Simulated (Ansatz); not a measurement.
# GaO+ (singlet): the correlation ladder at distance O1–Ga2 = 2.332 Å, cc-pVDZ

Aim: climb from Hartree-Fock through coupled cluster and multireference methods for GaO+ (singlet) at one geometry and basis, and see what each rung misses.

The runs use Ansatz 0.2.0, Gaussian basis; cc-pVDZ, core rule «outside noble gas», up to 15 orbitals frozen.

To be run: UHF; CCSD(T) on RHF; CCSD(T) on UHF; BCCD(T) on RHF; CISD; CCSDT(Q) on RHF; CCSDT(Q) on UHF; CCSDTQ on RHF; CCSDTQ on UHF; CASSCF and MRCISD+Q, 2 electrons in 2 orbitals; CASSCF and NEVPT2, 2 electrons in 2 orbitals; Full CI; Full CI in the symmetry of the determinant.

4 further runs of the same task are left out: 4 for a known fault of the program. Runs told in other sessions of the task aren't counted.

## 1. The system

The geometry derives from a PBE0/def2-TZVP stationary point (not a proven minimum). One bond is set to the value named and the two fragments are kept rigid. No spin-orbit coupling is included. The filled d shell of Ga may be among the frozen orbitals whatever the setting's name suggests.

2 atoms, charge 1, spin multiplicity 1.

Atoms are counted from 1 here; the program's logs count them from 0.

No contacts short enough for the rule that draws bonds.

Coordinates:

```xyz
2
charge 1, multiplicity 1
O     0.0000    0.0000    0.0000
Ga    0.0000    0.0000    2.3320
```

## 2. UHF

File in.yaml:

```yaml
crystal:
  periodic: [false, false, false]
  atoms:
    - {symbol: O, position_ang: [0.000000, 0.000000, 0.000000]}
    - {symbol: Ga, position_ang: [0.000000, 0.000000, 2.332000]}
basis:
  gaussian: {orbitals: cc-pVDZ}
total_charge: 1
magnetization: {spin_polarized: true, initial_magnetization: 0}
hamiltonian: {xc: hf}
output: {orbitals: {seedname: orbitals}}
```

Launch:

```console
ansatz run in.yaml --threads 1 --pin off --events-out ev --progress --plain --max-ram 2816MiB --backend cpu
```

After this run come: CCSD(T) on RHF; CCSD(T) on UHF; BCCD(T) on RHF; CISD; CCSDT(Q) on RHF; CCSDT(Q) on UHF; CCSDTQ on RHF; CCSDTQ on UHF; CASSCF and MRCISD+Q, 2 electrons in 2 orbitals; CASSCF and NEVPT2, 2 electrons in 2 orbitals; Full CI; Full CI in the symmetry of the determinant.

Before running them: what should the planned runs give, taken together? Wanted: FCI from the RHF energy; NEVPT2 pair from FCI; MRCISD+Q pair from FCI; T1 diagnostic; effectively unpaired electrons.

The runs gave:

```
                         quantity        value
          FCI from the RHF energy   -6.0787 eV
             NEVPT2 pair from FCI  +1168.1 meV
           MRCISD+Q pair from FCI   +381.4 meV
levels within 1 kcal/mol (43 meV)         none
                    T1 diagnostic        0.042
   effectively unpaired electrons         2.09
```

The occupations show strong static correlation (2.1 unpaired electrons where one determinant has 0). Of the multireference levels listed MRCISD+Q pair comes nearest in total energy (+381.4 meV), which doesn't show that its space is the better one. The lowest state has another symmetry than the determinant, whose own symmetry lies 0.31 eV higher, so single-reference misses include that gap. Coupled cluster took another determinant than the lowest Hartree-Fock one. These misses are within one basis, not against nature.

The restricted and unrestricted ladders end 2.10 eV apart at CCSDT(Q), which points to two states or an unsound top rung; rows of one don't measure the error of the other.
